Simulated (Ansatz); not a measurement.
# Cl₃FSn, SMILES [F][Sn]([Cl])([Cl])[Cl]: a single point in a Gaussian basis

Program: the Python package of Ansatz (0.2.0).

The script, `energy_cl3fsn.py`:
```python
import sys

import ansatz as az
import numpy as np
import pandas as pd

GEOMETRY = """
F    -0.37347   -0.14939    1.92793
Sn    0.00428    0.00184   -0.02288
Cl    1.76276   -1.42011   -0.43113
Cl   -1.92944   -0.63961   -1.08629
Cl    0.53586    2.20727   -0.38764
"""


def main() -> None:
    molecule = az.Crystal.molecule()
    for line in GEOMETRY.strip().splitlines():
        symbol, *xyz = line.split()
        molecule = molecule.atom(symbol, [float(v) for v in xyz])

    model = (
        molecule.calculation()
        .basis(gaussian="def2-SVP")
        .correlation("CCSD")
        .forces()
    )
    print(model.to_yaml())
    try:
        data = model.run(threads=1, backend="cpu").report
    except az.AnsatzError as error:
        sys.exit(f"{type(error).__name__}: {error}")

    print(f"E = {data['free_energy_ev']:.6f} eV = {data['free_energy_ev'] / 27.211386246:.7f} Ha")
    print("converged:", data["converged"], " doubts:", data["published_state_doubts"] or "none")

    parts = data["correlation"]
    for name in ("random_phase", "coupled_cluster", "perturbative"):
        if name in parts:
            print(f"{name:16s} {parts[name]['energy']['hartree']:12.7f} Ha")
    if "second_order" in parts:
        pair = parts["second_order"]
        print(f"MP2 same spin {pair['same_spin']['hartree']:.7f} Ha, opposite spin {pair['opposite_spin']['hartree']:.7f} Ha")

    symbols = [site.symbol for site in molecule.cartesian_sites]
    print("forces (eV/A)")
    for symbol, f in zip(symbols, data["forces_ev_ang"]):
        print(f"  {symbol:2s} {f[0]:9.4f} {f[1]:9.4f} {f[2]:9.4f}")

    charges = data["charge_distribution"]
    table = pd.DataFrame({"atom": symbols, "mulliken": charges["mulliken_charges_e"], "lowdin": charges["lowdin_charges_e"]})
    print(table.round(3).to_string())
    print("dipole (e A):", np.round(charges["dipole_moment_e_ang"], 4) + 0.0)


if __name__ == "__main__":
    main()
```

```console
$ python energy_cl3fsn.py
crystal:
  periodic: [false, false, false]
  atoms:
    - { symbol: F, position_ang: [-0.37347, -0.14939, 1.92793] }
    - { symbol: Sn, position_ang: [0.00428, 0.00184, -0.02288] }
    - { symbol: Cl, position_ang: [1.76276, -1.42011, -0.43113] }
    - { symbol: Cl, position_ang: [-1.92944, -0.63961, -1.08629] }
    - { symbol: Cl, position_ang: [0.53586, 2.20727, -0.38764] }
basis:
  gaussian:
    orbitals: def2-SVP
correlation:
  method: ccsd
output:
  forces: true

E = -46031.967162 eV = -1691.6435916 Ha
converged: True  doubts: none
coupled_cluster    -0.7205805 Ha
MP2 same spin -0.1901750 Ha, opposite spin -0.4938102 Ha
forces (eV/A)
  F     0.3214    0.1288   -1.6628
  Sn   -0.3835   -0.1580    1.9684
  Cl    0.1063   -0.0703   -0.0914
  Cl   -0.0863   -0.0276   -0.1243
  Cl    0.0422    0.1270   -0.0899
  atom  mulliken  lowdin
0    F    -0.470  -0.217
1   Sn     1.195  -0.100
2   Cl    -0.242   0.106
3   Cl    -0.242   0.106
4   Cl    -0.242   0.106
dipole (e A): [ 0.0726  0.0294 -0.3759]
```

Total energies depend on the basis set; only differences at equal settings carry meaning. The geometry is a force-field or estimated start, not a minimum of this method, and the basis set is short of its limit. def2 sets replace the cores of elements past krypton by effective core potentials. The Löwdin charges here are taken after orthogonalising the functions within each atom; they differ from plain Löwdin charges, and their signs can be unphysical. Inner cores stay frozen; a filled d shell under the valence of the heavier atoms is correlated with it. Finished in 20 s on 1 thread of Arm Neoverse V2 (shared host), peak memory 0.49 GiB.

(Lines on the test bed's own set-up are left out of the output.)
